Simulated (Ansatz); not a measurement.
## AlH7SeSi2, SMILES [SiH3][AlH][Se][SiH3]: vertical energies of changing the electron count, step by step

Program: Ansatz's Python interface.

Typed at the interpreter:
```pycon
>>> from dataclasses import dataclass
>>> import ansatz as az
>>> @dataclass
... class Settings:
...     basis: str = "def2-SVPD"
...     functional: str = "r2scan0"
...
>>> settings = Settings()
>>> def total_energy(molecule, charge=0, unpaired=0):
...     calc = (
...         molecule.calculation()
...         .basis(gaussian=settings.basis)
...         .functional(settings.functional)
...     )
...     if charge:
...         calc = calc.charge(charge)
...     if unpaired:
...         calc = calc.spin("collinear", total=unpaired)
...     report = calc.run(threads=1).report
...     if report["published_state_doubts"]:
...         print("  doubts:", report["published_state_doubts"])
...     return report["free_energy_ev"]
...
>>> geometry_ang = [
...     ("Si", [-1.6541, 1.5176, 0.0067]),
...     ("Al", [-0.8024, -0.3329, 1.0725]),
...     ("Se", [1.5124, -0.3942, 1.5731]),
...     ("Si", [2.066, -1.1588, -0.5147]),
...     ("H", [-2.2611, 1.1552, -1.322]),
...     ("H", [-2.7623, 2.1614, 0.8298]),
...     ("H", [-0.6103, 2.5562, -0.2107]),
...     ("H", [-1.6863, -1.5737, 1.3861]),
...     ("H", [3.4459, -1.3422, -0.6213]),
...     ("H", [1.5214, -0.1922, -1.4812]),
...     ("H", [1.2961, -2.4534, -0.6978]),
... ]
>>> mol = az.Crystal.molecule()
>>> for symbol, xyz in geometry_ang:
...     mol = mol.atom(symbol, xyz)
...
>>> # total-energy differences at one geometry
>>> parent = total_energy(mol, 0, 0)
>>> cation = total_energy(mol, 1, 1)
>>> print(f"E(N)   = {parent:.5f} eV")
E(N)   = -87798.97805 eV
>>> print(f"E(N-1) = {cation:.5f} eV  (1 unpaired)")
E(N-1) = -87790.36870 eV  (1 unpaired)
>>> print(f"vertical ionisation energy {cation - parent:.3f} eV")
vertical ionisation energy 8.609 eV
>>> anion = total_energy(mol, -1, 1)
>>> print(f"E(N+1) = {anion:.5f} eV  (1 unpaired)")
E(N+1) = -87800.01847 eV  (1 unpaired)
>>> print(f"vertical electron affinity {parent - anion:.3f} eV" + ("" if anion < parent else " (unbound in this basis)"))
vertical electron affinity 1.040 eV
>>> print(f"fundamental gap IP - EA = {cation + anion - 2 * parent:.3f} eV")
fundamental gap IP - EA = 7.569 eV
```

At this unrelaxed geometry removing an electron costs 8.61 eV and adding one releases 1.04 eV.

Notes:
- Total energies depend on the basis set; only differences at equal settings carry meaning.
- The geometry is a force-field or estimated start, not a minimum of this method, and the basis set is short of its limit. All parts are taken at fixed geometry, without zero-point energy. At an unrelaxed start these energies can be a whole eV from those at the minimum, and a small affinity can change sign.
- Finished in 2 min on 1 thread of Arm Neoverse V1, with other jobs on the host, peak memory 0.77 GiB.
